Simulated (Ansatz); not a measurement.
**C9H27NSi3: a ladder of functionals and wavefunction methods**

One table from this session's results is given with a row withheld; the runs are named, their logs left out.

The runs use Ansatz 0.2.0, Gaussian basis; functionals in def2-TZVPP, the program's frozen cores in correlated methods.

Plan: LDA (SPW92), PBE-D4, revPBE-D4, BLYP-D4, r2SCAN-D4, B97M-V, PBE0-D4, B3LYP-D4, r2SCANh-D4, r2SCAN0-D4, HSE06-D4, BHLYP-D4, CAM-B3LYP-D4, LC-ωPBE, ωB97X-V, ωB97M-V, B2PLYP, PBE-QIDH; CCSD(T)/def2-SVP; MP2/def2-TZVPP; MP2/def2-QZVPP; RPA on PBE.

## The geometry

All runs share one geometry, relaxed beforehand with PBE0-D4 in a triple-zeta def2 set.

SMILES `C[Si](C)(C)N([Si](C)(C)C)[Si](C)(C)C`, 40 atoms, charge 0, spin multiplicity 1.

Atoms are counted from 1 here; the program's logs count them from 0.

Bond lengths: C1–Si2 1.877 Å, C1–H14 1.094 Å, C1–H15 1.094 Å, C1–H16 1.092 Å, Si2–C3 1.877 Å, Si2–C4 1.876 Å, Si2–N5 1.754 Å, C3–H17 1.090 Å, C3–H18 1.095 Å, C3–H19 1.092 Å, C4–H20 1.089 Å, C4–H21 1.094 Å, C4–H22 1.093 Å, N5–Si6 1.754 Å, N5–Si10 1.754 Å, Si6–C7 1.876 Å, Si6–C8 1.877 Å, Si6–C9 1.877 Å and more. Angles: Si2–C1–H14 109.9°, Si2–C1–H15 110.7°, Si2–C1–H16 113.1°, H14–C1–H15 107.8°, H14–C1–H16 107.5°, H15–C1–H16 107.7°, C1–Si2–C3 106.2°, C1–Si2–C4 110.7°, C1–Si2–N5 110.3°, C3–Si2–C4 104.1°, C3–Si2–N5 113.0°, C4–Si2–N5 112.3°, Si2–C3–H17 115.1°, Si2–C3–H18 106.3°, Si2–C3–H19 112.0°, H17–C3–H18 107.3°, H17–C3–H19 108.5°, H18–C3–H19 107.3° and more.

Coordinates:

```xyz
40

C    -2.39316   -1.37522    0.73775
Si   -1.68908    0.31395    0.32094
C    -2.64418    0.92438   -1.17566
C    -2.10399    1.55506    1.66510
N     0.03666    0.19939    0.03132
Si    0.63117    0.19687   -1.61849
C     0.22590    1.78927   -2.52365
C     2.50172    0.07557   -1.72305
C    -0.04339   -1.28556   -2.55119
Si    1.08751   -0.35175    1.32256
C     2.61828    0.71799    1.50050
C     1.56086   -2.14805    1.05444
C     0.27507   -0.27054    3.01319
H    -2.27698   -2.04897   -0.11605
H    -3.46126   -1.30315    0.96294
H    -1.90426   -1.84364    1.59405
H    -2.47925    0.35783   -2.09251
H    -3.70535    0.83102   -0.92240
H    -2.45078    1.97886   -1.38087
H    -1.93452    1.18942    2.67689
H    -3.16193    1.82188    1.58198
H    -1.52179    2.47097    1.53174
H     0.42399    2.65343   -1.88365
H     0.87768    1.87091   -3.39877
H    -0.80390    1.85388   -2.87218
H     2.94136   -0.76833   -1.19080
H     2.98936    0.99108   -1.38318
H     2.74329   -0.04773   -2.78388
H    -1.13415   -1.32984   -2.55267
H     0.29027   -1.27079   -3.59291
H     0.32250   -2.21070   -2.09662
H     3.05537    0.54361    2.48836
H     2.35302    1.77705    1.43995
H     3.39001    0.51838    0.75842
H     0.66906   -2.77974    1.10010
H     2.24980   -2.48632    1.83397
H     2.03908   -2.32506    0.08920
H     0.14113    0.75835    3.35219
H     0.96618   -0.75581    3.71021
H    -0.68134   -0.78797    3.09276
```

The first run:

Input file in.yaml:

```yaml
crystal:
  periodic: [false, false, false]
  atoms:
    - {symbol: C, position_ang: [-2.393156, -1.375217, 0.737752]}
    - {symbol: Si, position_ang: [-1.689077, 0.313952, 0.320941]}
    - {symbol: C, position_ang: [-2.644184, 0.924378, -1.175657]}
    - {symbol: C, position_ang: [-2.103992, 1.555055, 1.665098]}
    - {symbol: N, position_ang: [0.036657, 0.199393, 0.031316]}
    - {symbol: Si, position_ang: [0.631174, 0.196871, -1.618490]}
    - {symbol: C, position_ang: [0.225897, 1.789265, -2.523650]}
    - {symbol: C, position_ang: [2.501717, 0.075573, -1.723048]}
    - {symbol: C, position_ang: [-0.043389, -1.285562, -2.551191]}
    - {symbol: Si, position_ang: [1.087512, -0.351751, 1.322557]}
    - {symbol: C, position_ang: [2.618277, 0.717989, 1.500502]}
    - {symbol: C, position_ang: [1.560864, -2.148046, 1.054440]}
    - {symbol: C, position_ang: [0.275068, -0.270543, 3.013194]}
    - {symbol: H, position_ang: [-2.276981, -2.048966, -0.116048]}
    - {symbol: H, position_ang: [-3.461260, -1.303149, 0.962942]}
    - {symbol: H, position_ang: [-1.904259, -1.843639, 1.594049]}
    - {symbol: H, position_ang: [-2.479246, 0.357832, -2.092506]}
    - {symbol: H, position_ang: [-3.705355, 0.831018, -0.922396]}
    - {symbol: H, position_ang: [-2.450781, 1.978858, -1.380866]}
    - {symbol: H, position_ang: [-1.934519, 1.189422, 2.676886]}
    - {symbol: H, position_ang: [-3.161925, 1.821878, 1.581976]}
    - {symbol: H, position_ang: [-1.521791, 2.470967, 1.531743]}
    - {symbol: H, position_ang: [0.423992, 2.653429, -1.883649]}
    - {symbol: H, position_ang: [0.877677, 1.870908, -3.398771]}
    - {symbol: H, position_ang: [-0.803895, 1.853876, -2.872183]}
    - {symbol: H, position_ang: [2.941363, -0.768335, -1.190803]}
    - {symbol: H, position_ang: [2.989360, 0.991081, -1.383178]}
    - {symbol: H, position_ang: [2.743289, -0.047728, -2.783883]}
    - {symbol: H, position_ang: [-1.134146, -1.329841, -2.552672]}
    - {symbol: H, position_ang: [0.290267, -1.270793, -3.592913]}
    - {symbol: H, position_ang: [0.322504, -2.210696, -2.096622]}
    - {symbol: H, position_ang: [3.055372, 0.543610, 2.488358]}
    - {symbol: H, position_ang: [2.353022, 1.777049, 1.439952]}
    - {symbol: H, position_ang: [3.390007, 0.518384, 0.758419]}
    - {symbol: H, position_ang: [0.669062, -2.779743, 1.100096]}
    - {symbol: H, position_ang: [2.249803, -2.486321, 1.833965]}
    - {symbol: H, position_ang: [2.039076, -2.325060, 0.089199]}
    - {symbol: H, position_ang: [0.141128, 0.758351, 3.352191]}
    - {symbol: H, position_ang: [0.966176, -0.755812, 3.710206]}
    - {symbol: H, position_ang: [-0.681337, -0.787966, 3.092760]}
basis:
  gaussian: {orbitals: def2-TZVPP}
hamiltonian: {xc: lda}
output: {orbitals: {seedname: orbitals}}
```

Run with:

```bash
> ansatz run in.yaml --threads 11 --pin off --events-out ev --progress --plain --max-ram 174080MiB --backend cuda --devices 0, --max-vram 75GiB
```

Among the steps run: LDA; PBE-D4 (GGA); revPBE-D4 (GGA); BLYP-D4 (GGA); r2SCAN-D4 (meta-GGA); B97M-V (meta-GGA); B3LYP-D4 (hybrid); r2SCANh-D4 (hybrid); r2SCAN0-D4 (hybrid); HSE06-D4 (hybrid); BHLYP-D4 (hybrid); CAM-B3LYP-D4 (range-separated); LC-ωPBE (range-separated); ωB97X-V (range-separated); ωB97M-V (range-separated); B2PLYP (double hybrid); PBE-QIDH (double hybrid).

One table of the session follows, with a row left open; its other results are not shown here.

It belongs to the step «Orbital energies across the functionals». 

| functional | HOMO (eV) | LUMO (eV) | gap (eV) |
| --- | --- | --- | --- |
| LDA (SPW92) | ? | ? | ? |
| PBE-D4 | -5.54 | -0.08 | 5.45 |
| revPBE-D4 | -5.48 | 0.05 | 5.53 |
| BLYP-D4 | -5.43 | -0.05 | 5.38 |
| r2SCAN-D4 | -5.81 | 0.54 | 6.35 |
| B97M-V | -5.92 | -0.06 | 5.86 |
| PBE0-D4 | -6.81 | 0.68 | 7.49 |
| B3LYP-D4 | -6.61 | 0.38 | 6.99 |
| r2SCANh-D4 | -6.29 | 0.76 | 7.05 |
| r2SCAN0-D4 | -7.00 | 1.07 | 8.08 |
| HSE06-D4 | -6.41 | 0.31 | 6.73 |
| BHLYP-D4 | -8.03 | 1.28 | 9.31 |
| CAM-B3LYP-D4 | -8.17 | 1.44 | 9.61 |
| LC-ωPBE | -9.46 | 2.73 | 12.20 |
| ωB97X-V | -9.16 | 2.43 | 11.58 |
| ωB97M-V | -9.08 | 2.01 | 11.09 |

**Question.** Estimate the row for LDA (SPW92).

As computed: HOMO (eV): -5.67; LUMO (eV): -0.30; gap (eV): 5.36. In the column «HOMO (eV)» it lies between r2SCAN-D4 (-5.81) and PBE-D4 (-5.54).
